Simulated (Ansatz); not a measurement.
# SiH2Cl2 + H2O: a complex and its separated parts

Aim: how far the complex at one end of a reaction step lies below its separated, relaxed parts, level by level.

The runs use Ansatz 0.2.0, Gaussian basis; PBE0-D4/def2-TZVP structures, single points in def2-TZVPP, no counterpoise correction.

Levels: SPW92, PBE-D4, BLYP-D4, r2SCAN-D4, B97M-V, PBE0-D4, B3LYP-D4, r2SCAN0-D4, BHLYP-D4, CAM-B3LYP-D4, wB97X-V, wB97M-V, B2PLYP, PBE-QIDH, RPA on PBE, Hartree-Fock, MP2, CCSD, CCSD(T).

Cores are frozen in the correlated methods. B3LYP uses VWN-RPA correlation. B2PLYP carries no dispersion term here.

21 further runs of the same task are left out: 21 set aside as unsound or not needed.

**1. The system as given**

The complex: 8 atoms, charge 0, spin multiplicity 1.

Atoms are counted from 1 here; the program's logs count them from 0.

Bond lengths: Si1–H2 1.471 Å, Si1–Cl3 2.056 Å, Si1–Cl4 2.054 Å, Si1–H5 1.471 Å, H6–O7 0.961 Å, O7–H8 0.961 Å. Angles: H2–Si1–Cl3 106.4°, H2–Si1–Cl4 109.9°, H2–Si1–H5 116.5°, Cl3–Si1–Cl4 107.1°, Cl3–Si1–H5 106.5°, Cl4–Si1–H5 109.9°, H6–O7–H8 105.0°.

As a file:

```
Si   -0.3420   -0.7130   -0.7170
H     1.0677   -1.0448   -0.4613
Cl   -1.0349   -2.1127   -2.0539
Cl   -1.4367   -0.9314    1.0072
H    -0.6084    0.6031   -1.3165
H     1.2648    0.9394    1.6007
O     0.8997    1.3476    0.8112
H     0.1899    1.9118    1.1295
```

Its parts: SiH2Cl2 holds atoms 1, 2, 3, 4, 5; H2O holds atoms 6, 7, 8. Each part counts its atoms afresh in its own runs.

**2. Relaxing SiH2Cl2 alone**

relax-a/in.yaml reads:

```yaml
crystal:
  periodic: [false, false, false]
  atoms:
    - {symbol: Si, position_ang: [-0.342021, -0.712983, -0.716998]}
    - {symbol: H, position_ang: [1.067721, -1.044845, -0.461253]}
    - {symbol: Cl, position_ang: [-1.034882, -2.112721, -2.053860]}
    - {symbol: Cl, position_ang: [-1.436700, -0.931360, 1.007234]}
    - {symbol: H, position_ang: [-0.608381, 0.603131, -1.316474]}
basis:
  gaussian: {orbitals: def2-TZVP}
hamiltonian: {xc: pbe0, dispersion: d4}
relax: {f_tol: 0.005, max_steps: 200}
```

No record of the launch command was kept for these runs.

Standard output (excerpt; [...] marks lines left out):

```text
Functional definition: PBE0
  name "PBE0"
  cite "Adamo & Barone, J. Chem. Phys. 110, 6158 (1999) doi:10.1063/1.478522"
  cite "Perdew, Burke & Ernzerhof, Phys. Rev. Lett. 77, 3865 (1996) doi:10.1103/PhysRevLett.77.3865"
  parent pbe
[...]
892 factors; their error is unknown
[...]
mean field -32947.62408382 eV, -1210.8028523786 hartree, gradient 5.7e-5 eV, S^2 0.000000; 0 other end points of the search recorded, 0 dependent functions left out
[...]
reference -32947.62411147 eV, -1210.8028533949 hartree; 25, 25 occupied and 98, 98 virtual orbitals, 892 factors
relax step   1: F+E_penalty+E_count = -32947.72754263 eV  Δ(F+E_penalty+E_count) = +0.000e0 eV  max|allowed force component| = 5.949e-1 eV/Å  Δτ_max = 0.0000 Å  (22 SCF iters, accepted)
[...]
relax step   4: F+E_penalty+E_count = -32947.75213956 eV  Δ(F+E_penalty+E_count) = -5.322e-5 eV  max|allowed force component| = 6.092e-3 eV/Å  Δτ_max = 0.0019 Å  (18 SCF iters, accepted)
[...]
relax step   5: F+E_penalty+E_count = -32947.75214110 eV  Δ(F+E_penalty+E_count) = -1.541e-6 eV  max|allowed force component| = 4.190e-4 eV/Å  Δτ_max = 0.0004 Å  (17 SCF iters, accepted)
892 factors; their error is unknown
mean field -32947.64892904 eV, -1210.8037654238 hartree, gradient 2.3e-5 eV, S^2 0.000000; 1 other end points of the search recorded, 0 dependent functions left out
[...]
reference -32947.64895667 eV, -1210.8037664392 hartree; 25, 25 occupied and 98, 98 virtual orbitals, 892 factors
Total energy: -32947.75216873 eV, -1210.8075594122 hartree
Atom 0 at    -0.367688    -0.747143    -0.732030 Å, force     0.000303     0.000296    -0.000062 eV/Å
Atom 1 at     1.054869    -1.018471    -0.449783 Å, force    -0.000419     0.000126    -0.000108 eV/Å
Atom 2 at    -1.034266    -2.125546    -2.080552 Å, force    -0.000004     0.000009     0.000027 eV/Å
Atom 3 at    -1.415438    -0.907727     1.011316 Å, force    -0.000000    -0.000015    -0.000029 eV/Å
Atom 4 at    -0.591740     0.600108    -1.290303 Å, force     0.000121    -0.000416     0.000173 eV/Å
Dipole moment:     0.175563     0.157607    -0.040432 e Å
```

Run time: 4.6 s. Hardware: 4 threads, shared host; peak memory 0.23 GiB.

Step by step:

| step | energy from step 1 (eV) | largest force component (eV/Å) |
| --- | --- | --- |
| 1 | 0.0000 | 0.5949 |
| 2 | -0.0171 | 0.1753 |
| 3 | -0.0245 | 0.0232 |
| 4 | -0.0246 | 0.0061 |
| 5 | -0.0246 | 0.0004 |

Close pairs (by a distance rule), those that changed most:

| bond | before (Å) | after (Å) | change (Å) |
| --- | --- | --- | --- |
| Si1–Cl3 | 2.056 | 2.040 | -0.016 |
| Si1–Cl4 | 2.054 | 2.040 | -0.014 |
| Si1–H5 | 1.471 | 1.475 | +0.005 |
| Si1–H2 | 1.471 | 1.475 | +0.005 |

**3. Relaxing H2O alone**

relax-b/in.yaml reads:

```yaml
crystal:
  periodic: [false, false, false]
  atoms:
    - {symbol: H, position_ang: [1.264806, 0.939358, 1.600719]}
    - {symbol: O, position_ang: [0.899683, 1.347637, 0.811223]}
    - {symbol: H, position_ang: [0.189873, 1.911785, 1.129508]}
basis:
  gaussian: {orbitals: def2-TZVP}
hamiltonian: {xc: pbe0, dispersion: d4}
relax: {f_tol: 0.005, max_steps: 200}
```

Standard output (excerpt; [...] marks lines left out):

```text
[... 5 set-up lines as earlier in the session ...]
[...]
239 factors; their error is unknown
[...]
mean field -2078.33297934 eV, -76.3773282460 hartree, gradient 1.2e-5 eV, S^2 0.000000; 0 other end points of the search recorded, 0 dependent functions left out
[...]
reference -2078.33299338 eV, -76.3773287620 hartree; 5, 5 occupied and 38, 38 virtual orbitals, 239 factors
relax step   1: F+E_penalty+E_count = -2078.33723981 eV  Δ(F+E_penalty+E_count) = +0.000e0 eV  max|allowed force component| = 8.216e-2 eV/Å  Δτ_max = 0.0000 Å  (22 SCF iters, accepted)
[...]
relax step   3: F+E_penalty+E_count = -2078.33733068 eV  Δ(F+E_penalty+E_count) = -7.256e-6 eV  max|allowed force component| = 5.883e-3 eV/Å  Δτ_max = 0.0008 Å  (27 SCF iters, accepted)
[...]
relax step   4: F+E_penalty+E_count = -2078.33733263 eV  Δ(F+E_penalty+E_count) = -1.951e-6 eV  max|allowed force component| = 3.277e-5 eV/Å  Δτ_max = 0.0003 Å  (27 SCF iters, accepted)
239 factors; their error is unknown
mean field -2078.33307681 eV, -76.3773318280 hartree, gradient 1.2e-5 eV, S^2 0.000000; 1 other end points of the search recorded, 0 dependent functions left out
[...]
reference -2078.33309082 eV, -76.3773323427 hartree; 5, 5 occupied and 38, 38 virtual orbitals, 239 factors
Total energy: -2078.33734664 eV, -76.3774887413 hartree
Atom 0 at     1.264585     0.939624     1.600090 Å, force    -0.000033     0.000029    -0.000012 eV/Å
Atom 1 at     0.899377     1.347781     0.812166 Å, force     0.000005    -0.000004    -0.000005 eV/Å
Atom 2 at     0.190400     1.911375     1.129194 Å, force     0.000028    -0.000026     0.000018 eV/Å
Dipole moment:    -0.126757     0.057314     0.407427 e Å
```

Run time: 0.55 s. Hardware: 4 threads, shared host.

Step by step:

| step | energy from step 1 (eV) | largest force component (eV/Å) |
| --- | --- | --- |
| 1 | 0.0000 | 0.0822 |
| 2 | -0.0001 | 0.0262 |
| 3 | -0.0001 | 0.0059 |
| 4 | -0.0001 | 0.0000 |

Close pairs (by a distance rule), those that changed most:

| bond | before (Å) | after (Å) | change (Å) |
| --- | --- | --- | --- |
| O2–H3 | 0.961 | 0.960 | -0.001 |
| H1–O2 | 0.961 | 0.960 | -0.001 |

**4. wB97M-V/def2-TZVPP**

parta/in.yaml reads:

```yaml
crystal:
  periodic: [false, false, false]
  atoms:
    - {symbol: Si, position_ang: [-0.367688, -0.747143, -0.732030]}
    - {symbol: H, position_ang: [1.054869, -1.018471, -0.449783]}
    - {symbol: Cl, position_ang: [-1.034266, -2.125546, -2.080552]}
    - {symbol: Cl, position_ang: [-1.415438, -0.907727, 1.011316]}
    - {symbol: H, position_ang: [-0.591740, 0.600108, -1.290303]}
basis:
  gaussian: {orbitals: def2-TZVPP}
hamiltonian: {xc: {name: wB97M-V}}
```

partb/in.yaml reads:

```yaml
crystal:
  periodic: [false, false, false]
  atoms:
    - {symbol: H, position_ang: [1.264585, 0.939624, 1.600090]}
    - {symbol: O, position_ang: [0.899377, 1.347781, 0.812166]}
    - {symbol: H, position_ang: [0.190400, 1.911375, 1.129194]}
basis:
  gaussian: {orbitals: def2-TZVPP}
hamiltonian: {xc: {name: wB97M-V}}
```

parta printed (excerpt; [...] marks lines left out):

```text
Functional definition: wB97M-V
  name "wB97M-V"
  cite "Mardirossian & Head-Gordon, J. Chem. Phys. 144, 214110 (2016) doi:10.1063/1.4952647"
  cite "Becke, J. Chem. Phys. 107, 8554 (1997) doi:10.1063/1.475007"
  cite "Vydrov & Van Voorhis, J. Chem. Phys. 133, 244103 (2010) doi:10.1063/1.3521275"
  # Of w^i u^j: cxij and so on, Table III.
[...]
  gx(w, u) = 1 - cx + cx01*u + cx10*w
  gss(w, u) = css00 + css04*u^4 + css10*w + css20*w^2 + css43*w^4*u^3
  gos(w, u) = cos00 + cos10*w + (cos20 + cos21*u)*w^2 + (cos60 + cos61*u)*w^6
[...]
      + integral(e_c_pw_mod_opposite_spin*gos(b97_w_opposite, b97_u_opposite)) + vv10(b, c)
1029 factors; their error is unknown
175 factors; integrals over basis functions are off by at most 3.3e-5 eV
[...]
mean field -32957.38227744 eV, -1211.1614593800 hartree, gradient 2.2e-5 eV, S^2 0.000000; 0 other end points of the search recorded, 0 dependent functions left out
reference -32957.38231672 eV, -1211.1614608236 hartree; 25, 25 occupied and 129, 129 virtual orbitals, 1029 factors
Total energy: -32957.38231672 eV, -1211.1614608236 hartree
```

Log of partb (excerpt; [...] marks lines left out):

```text
[... 5 set-up lines as earlier in the session ...]
  # Of w^i u^j: cxij and so on, Table III.
[...]
  gx(w, u) = 1 - cx + cx01*u + cx10*w
  gss(w, u) = css00 + css04*u^4 + css10*w + css20*w^2 + css43*w^4*u^3
  gos(w, u) = cos00 + cos10*w + (cos20 + cos21*u)*w^2 + (cos60 + cos61*u)*w^6
[...]
      + integral(e_c_pw_mod_opposite_spin*gos(b97_w_opposite, b97_u_opposite)) + vv10(b, c)
269 factors; their error is unknown
69 factors; integrals over basis functions are off by at most 2.2e-5 eV
[...]
mean field -2079.85938179 eV, -76.4334225013 hartree, gradient 2.9e-5 eV, S^2 0.000000; 0 other end points of the search recorded, 0 dependent functions left out
reference -2079.85940380 eV, -76.4334233102 hartree; 5, 5 occupied and 54, 54 virtual orbitals, 269 factors
Total energy: -2079.85940380 eV, -76.4334233102 hartree
```

Times: 2.6 s (parta), 0.35 s (partb) on 4 threads, shared host; peak memory 0.41 GiB.

**5. CCSD(T)/def2-TZVPP**

The same edit goes into each in.yaml of step 4 (parta, partb):

```diff
-hamiltonian: {xc: {name: wB97M-V}}
+correlation: {method: ccsd_t}
```

Output in parta (excerpt; [...] marks lines left out):

```text
Functional definition: HF
  name "HF"
  cite "Fock, Z. Phys. 61, 126 (1930) doi:10.1007/BF01340294"
[... 1 set-up line as earlier in the session ...]
[...]
895 factors; integrals over basis functions are off by at most 6.8e-4 eV
[...]
mean field -32905.04945680 eV, -1209.2382636938 hartree, gradient 3.6e-6 eV, S^2 0.000000; 0 other end points of the search recorded, 0 dependent functions left out
15 core orbitals not correlated: weight in the atoms' cores, before any rotation towards them, 1.000 or more for the frozen orbitals, at most 0.000 for the correlated occupied ones
reference -32905.04945680 eV, -1209.2382636938 hartree; 10, 10 occupied and 129, 129 virtual orbitals, 895 factors
second order -13.60627748 eV of doubles, -0.00000000 eV of singles
cycle   1  -14.47395243 eV  change   -8.7e-1 eV  update   7.1e-2
[...]
cycle   8  -14.84732881 eV  change   -1.3e-5 eV  update   1.6e-5
perturbative correction -0.59987711 eV, -0.0220450771 hartree
Total energy: -32920.49666272 eV, -1209.8059380408 hartree
```

Output in partb (excerpt; [...] marks lines left out):

```text
[... 4 set-up lines as earlier in the session ...]
[...]
361 factors; integrals over basis functions are off by at most 7.6e-4 eV
[...]
mean field -2069.76241117 eV, -76.0623656750 hartree, gradient 3.6e-6 eV, S^2 0.000000; 0 other end points of the search recorded, 0 dependent functions left out
1 core orbitals not correlated: weight in the atoms' cores, before any rotation towards them, 1.000 or more for the frozen orbitals, at most 0.000 for the correlated occupied ones
reference -2069.76241117 eV, -76.0623656750 hartree; 4, 4 occupied and 54, 54 virtual orbitals, 361 factors
second order -7.10556454 eV of doubles, -0.00000000 eV of singles
cycle   1  -7.11162661 eV  change   -6.1e-3 eV  update   4.1e-2
[...]
cycle   8  -7.26608198 eV  change    3.3e-6 eV  update   7.2e-6
perturbative correction -0.20740305 eV, -0.0076219215 hartree
Total energy: -2077.23589620 eV, -76.3370111844 hartree
```

Times: 2.3 s (parta), 0.2 s (partb) on 4 threads, shared host; peak memory 0.61 GiB.

**6. Vibrations of SiH2Cl2**

vib-parta/in.yaml reads:

```yaml
crystal:
  periodic: [false, false, false]
  atoms:
    - {symbol: Si, position_ang: [-0.367688, -0.747143, -0.732030]}
    - {symbol: H, position_ang: [1.054869, -1.018471, -0.449783]}
    - {symbol: Cl, position_ang: [-1.034266, -2.125546, -2.080552]}
    - {symbol: Cl, position_ang: [-1.415438, -0.907727, 1.011316]}
    - {symbol: H, position_ang: [-0.591740, 0.600108, -1.290303]}
basis:
  gaussian: {orbitals: def2-TZVP}
hamiltonian: {xc: pbe0, dispersion: d4}
phonons: {temperatures: {t_min: 298.15, t_max: 900, t_step: 200}}
```

Standard output (excerpt; [...] marks lines left out):

```text
[... 5 set-up lines as earlier in the session ...]
[...]
892 factors; their error is unknown
[...]
mean field -32947.64892908 eV, -1210.8037654253 hartree, gradient 6.1e-5 eV, S^2 0.000000; 0 other end points of the search recorded, 0 dependent functions left out
[...]
reference -32947.64895671 eV, -1210.8037664407 hartree; 25, 25 occupied and 98, 98 virtual orbitals, 892 factors
[...]
892 factors; their error is unknown
[...]
mean field -32947.64884655 eV, -1210.8037623923 hartree, gradient 1.6e-6 eV, S^2 0.000000; 0 other end points of the search recorded, 0 dependent functions left out
[...]
reference -32947.64887419 eV, -1210.8037634079 hartree; 25, 25 occupied and 98, 98 virtual orbitals, 892 factors
[...]
892 factors; their error is unknown
mean field -32947.64889214 eV, -1210.8037640674 hartree, gradient 1.9e-6 eV, S^2 0.000000; 0 other end points of the search recorded, 0 dependent functions left out
[...]
reference -32947.64891976 eV, -1210.8037650827 hartree; 25, 25 occupied and 98, 98 virtual orbitals, 892 factors
Total energy: -32947.75216876 eV, -1210.8075594135 hartree
Atom 0 at    -0.367688    -0.747143    -0.732030 Å, force     0.000303     0.000272    -0.000070 eV/Å
Atom 1 at     1.054869    -1.018471    -0.449783 Å, force    -0.000422     0.000130    -0.000103 eV/Å
Atom 2 at    -1.034266    -2.125546    -2.080552 Å, force    -0.000004     0.000013     0.000032 eV/Å
Atom 3 at    -1.415438    -0.907727     1.011316 Å, force     0.000004    -0.000013    -0.000032 eV/Å
Atom 4 at    -0.591740     0.600108    -1.290303 Å, force     0.000119    -0.000402     0.000173 eV/Å
Dipole moment:     0.175564     0.157607    -0.040434 e Å
Vibrations: 185.47 529.28 591.94 593.45 706.53 870.42 950.45 2272.13 2285.87 cm⁻¹, zero-point energy 0.557032 eV
```

Wall time 6.5 s (4 threads, shared host); peak memory 0.23 GiB.

Wavenumbers and character of the modes:

| mode | wavenumber (cm⁻¹) | character |
| --- | --- | --- |
| 1 | 185 | bend |
| 2 | 529 | Si–Cl stretch |
| 3 | 592 | Si–Cl stretch |
| 4 | 593 | bend |
| 5 | 707 | bend |
| 6 | 870 | bend |
| 7 | 950 | bend |
| 8 | 2272 | Si–H stretch |
| 9 | 2286 | Si–H stretch |

Vibrational sums (real modes only):

| T (K) | entropy (J/mol/K) | heat capacity (J/mol/K) |
| --- | --- | --- |
| 298 | 18.2 | 29.0 |
| 498 | 37.3 | 44.7 |
| 698 | 53.8 | 53.4 |
| 898 | 68.0 | 59.0 |

**7. Vibrations of H2O**

vib-partb/in.yaml reads:

```yaml
crystal:
  periodic: [false, false, false]
  atoms:
    - {symbol: H, position_ang: [1.264585, 0.939624, 1.600090]}
    - {symbol: O, position_ang: [0.899377, 1.347781, 0.812166]}
    - {symbol: H, position_ang: [0.190400, 1.911375, 1.129194]}
basis:
  gaussian: {orbitals: def2-TZVP}
hamiltonian: {xc: pbe0, dispersion: d4}
phonons: {temperatures: {t_min: 298.15, t_max: 900, t_step: 200}}
```

Standard output (excerpt; [...] marks lines left out):

```text
[... 5 set-up lines as earlier in the session ...]
[...]
239 factors; their error is unknown
[...]
mean field -2078.33307681 eV, -76.3773318280 hartree, gradient 1.2e-5 eV, S^2 0.000000; 0 other end points of the search recorded, 0 dependent functions left out
[...]
reference -2078.33309082 eV, -76.3773323427 hartree; 5, 5 occupied and 38, 38 virtual orbitals, 239 factors
[...]
239 factors; their error is unknown
[...]
mean field -2078.33300739 eV, -76.3773292770 hartree, gradient 1.2e-6 eV, S^2 0.000000; 0 other end points of the search recorded, 0 dependent functions left out
[...]
reference -2078.33302141 eV, -76.3773297921 hartree; 5, 5 occupied and 38, 38 virtual orbitals, 239 factors
[...]
mean field -2078.33295703 eV, -76.3773274260 hartree, gradient 1.2e-6 eV, S^2 0.000000; 0 other end points of the search recorded, 0 dependent functions left out
[...]
reference -2078.33297106 eV, -76.3773279417 hartree; 5, 5 occupied and 38, 38 virtual orbitals, 239 factors
[...]
239 factors; their error is unknown
mean field -2078.33296312 eV, -76.3773276501 hartree, gradient 1.2e-6 eV, S^2 0.000000; 0 other end points of the search recorded, 0 dependent functions left out
[...]
reference -2078.33297710 eV, -76.3773281638 hartree; 5, 5 occupied and 38, 38 virtual orbitals, 239 factors
Total energy: -2078.33734664 eV, -76.3774887413 hartree
Atom 0 at     1.264585     0.939624     1.600090 Å, force    -0.000033     0.000030    -0.000015 eV/Å
Atom 1 at     0.899377     1.347781     0.812166 Å, force     0.000000    -0.000000    -0.000000 eV/Å
Atom 2 at     0.190400     1.911375     1.129194 Å, force     0.000033    -0.000030     0.000015 eV/Å
Dipole moment:    -0.126757     0.057314     0.407427 e Å
Vibrations: 1622.87 3851.60 3959.33 cm⁻¹, zero-point energy 0.584821 eV
```

Wall time 0.5 s (4 threads, shared host).

Wavenumbers and character of the modes:

| mode | wavenumber (cm⁻¹) | character |
| --- | --- | --- |
| 1 | 1623 | bend |
| 2 | 3852 | O–H stretch |
| 3 | 3959 | O–H stretch |

Vibrational sums (real modes only):

| T (K) | entropy (J/mol/K) | heat capacity (J/mol/K) |
| --- | --- | --- |
| 298 | 0.0 | 0.2 |
| 498 | 0.4 | 1.7 |
| 698 | 1.4 | 3.9 |
| 898 | 2.6 | 6.1 |

**8. Complex less separated parts**

The complex's own energies come from single points at the same levels. Levels not printed above were run the same way.

Rows are in def2-TZVPP; times add the 3 runs of a level on a shared host, so small differences are noise.

Differences are taken before rounding.

| method | rung | complex less parts (kcal/mol) | from CCSD(T) (kcal/mol) | time |
| --- | --- | --- | --- | --- |
| SPW92 | LDA | -7.3 | -3.6 | 1.3 s |
| PBE-D4 | GGA | -4.7 | -1.0 | 1.9 s |
| BLYP-D4 | GGA | -4.3 | -0.6 | 1.9 s |
| r2SCAN-D4 | meta-GGA | -4.6 | -0.9 | 4.3 s |
| B97M-V | meta-GGA | -4.5 | -0.8 | 7.9 s |
| PBE0-D4 | hybrid | -4.4 | -0.7 | 3.3 s |
| B3LYP-D4 | hybrid | -4.2 | -0.5 | 3 s |
| r2SCAN0-D4 | hybrid | -4.5 | -0.8 | 5.3 s |
| BHLYP-D4 | hybrid | -4.4 | -0.7 | 2.6 s |
| CAM-B3LYP-D4 | range-separated hybrid | -4.5 | -0.8 | 3.1 s |
| wB97X-V | range-separated hybrid | -4.5 | -0.8 | 6.9 s |
| wB97M-V | range-separated hybrid | -4.9 | -1.2 | 8.5 s |
| B2PLYP | double hybrid | -3.1 | +0.6 | 4.5 s |
| PBE-QIDH | double hybrid | -3.7 | 0.0 | 4.5 s |
| RPA on PBE | RPA | -3.0 | +0.8 | 4.1 s |
| Hartree-Fock | wavefunction | -1.1 | +2.6 |  |
| MP2 | wavefunction | -3.9 | -0.2 |  |
| CCSD | wavefunction | -3.3 | +0.4 |  |
| CCSD(T) | wavefunction | -3.7 | 0 | 48 s |

Among the levels timed on like hardware and quicker than the yardstick, those that no quicker one beats, quickest first: SPW92 (1.3 s, -3.6 kcal/mol); PBE-D4 (1.9 s, -1.0 kcal/mol); BLYP-D4 (1.9 s, -0.6 kcal/mol); B3LYP-D4 (3 s, -0.5 kcal/mol); PBE-QIDH (4.5 s, 0.0 kcal/mol).

PBE-QIDH reaches 0.0 kcal/mol from the reference in 4.5 s, where CCSD(T) took 48 s; the quickest level in the cost chart, SPW92, takes 1.3 s and misses by 3.6 kcal/mol.

The complex's zero-point energy, from a separate PBE0-D4 run, is 1.198 eV.

**9. Results**

| quantity | value |
| --- | --- |
| complex less parts, CCSD(T)/def2-TZVPP | -3.7 kcal/mol |
| with zero-point energy | -2.4 kcal/mol |
| largest T1 diagnostic | 0.009 |

At CCSD(T) the complex lies 3.7 kcal/mol below its parts. PBE-QIDH is the best functional here (0.0 kcal/mol from CCSD(T)); SPW92 is the worst (-3.6 kcal/mol). By rung, the mean size of the error is: LDA 3.6, GGA 0.8, meta-GGA 0.8, hybrid 0.7, range-separated hybrid 0.9, double hybrid 0.3 kcal/mol. PBE-D4 gives a relative energy 1.0 kcal/mol too low, outside chemical accuracy (1 kcal/mol). The complex's frequency run has imaginary modes: the structure is no minimum, so both the energy and the zero-point correction are in doubt. No counterpoise was applied, and triple zeta lacks some correlation, so the CCSD(T) reference has a basis error of its own, and close matches with it are partly luck.
